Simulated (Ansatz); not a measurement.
**NaI: how the settings move a relaxation**

Question: which choices in the input matter for NaI?

Method: reference: DFT, LDA, PAW with Ansatz's default frozen-core files, scalar-relativistic; relaxation of cell and atoms, in Ansatz 0.2.0.

### 1 The system as given

Symmetry: Fm-3m, No. 225, cubic system. Conventional cell: a = 6.262 Å, b = 6.262 Å, c = 6.262 Å, α = 90.00°, β = 90.00°, γ = 90.00°. Around Na (site symmetry m-3m) lie 6 I at 3.13 Å. I (site symmetry m-3m) is surrounded by 6 Na at 3.13 Å.

Structure file:

```xyz
2
Lattice="0.0000 3.1311 3.1311 3.1311 0.0000 3.1311 3.1311 3.1311 0.0000" Properties=species:S:1:pos:R:3 pbc="T T T"
Na    0.0000    0.0000    0.0000
I     3.1311    3.1311    3.1311
```

### 2 Baseline

Input file input.yaml:

```yaml
crystal:
  lattice:
    - [0.0, 3.13108973125, 3.13108973125]
    - [3.13108973125, 0.0, 3.13108973125]
    - [3.13108973125, 3.13108973125, 0.0]
  atoms:
    - { symbol: Na, position: [0.0, 0.0, 0.0] }
    - { symbol: I, position: [0.5, 0.5, 0.5] }
kpoints:
  mp_grid: { grid: [6, 6, 6] }
scf:
  occupations: { method: fixed }
hamiltonian:
  xc: lda
  pseudopotentials: { kind: paw }
relax:
  f_tol: 0.002
  max_steps: 80
  cell: { p_target: 5 }
output:
  forces: true
  stress: true
```

On the command line:

```sh
> ansatz run input.yaml --threads 1 --pin off --max-ram 2560MiB --backend cpu --events-out ev --progress --plain --runs-dir out
```

### 3 Changing settings: mp_grid.shift [0.5, 0.5, 0.5], scf.algorithm direct_min, xc revpbe

Changes to input.yaml since step 2:

```diff
@@ -9,7 +9,8 @@
 kpoints:
-  mp_grid: { grid: [6, 6, 6] }
+  mp_grid: { grid: [6, 6, 6], shift: [0.5, 0.5, 0.5] }
 scf:
   occupations: { method: fixed }
+  algorithm: direct_min
 hamiltonian:
-  xc: lda
+  xc: revpbe
   pseudopotentials: { kind: paw }
```

Q: Predict the outcome of this session. Wanted: for each run, ending; energy change; pressure; gap; force.

As calculated:

| run | ending | energy change | pressure (GPa) | gap (eV) | force (eV/Å) | cycles | time |
| --- | --- | --- | --- | --- | --- | --- | --- |
| reference | converged | - | 5.0 | 4.22 | 0.00 | 24 | 3.1 s |
| 1: mp_grid.shift [0.5, 0.5, 0.5], scf.algorithm direct_min, xc revpbe | converged | not comparable | 5.0 | 4.58 | 0.00 | 17 | 10 s |

Total energies don't compare across a change of functional; the gap on the mesh goes from 4.22 to 4.58 eV and the final volume goes from 52.12 to 58.95 Å³. The k-point mesh changed too. Cost: 17 SCF cycles against 24, 10 s against 3.1 s. The gap of the reference lacks spin-orbit coupling, though the cell holds I.

These are semilocal Kohn-Sham gaps, which aren't the measured quantity. Such gaps usually fall short of the measured ones; spin-orbit coupling, left out here, narrows gaps with I, so the two errors partly cancel.
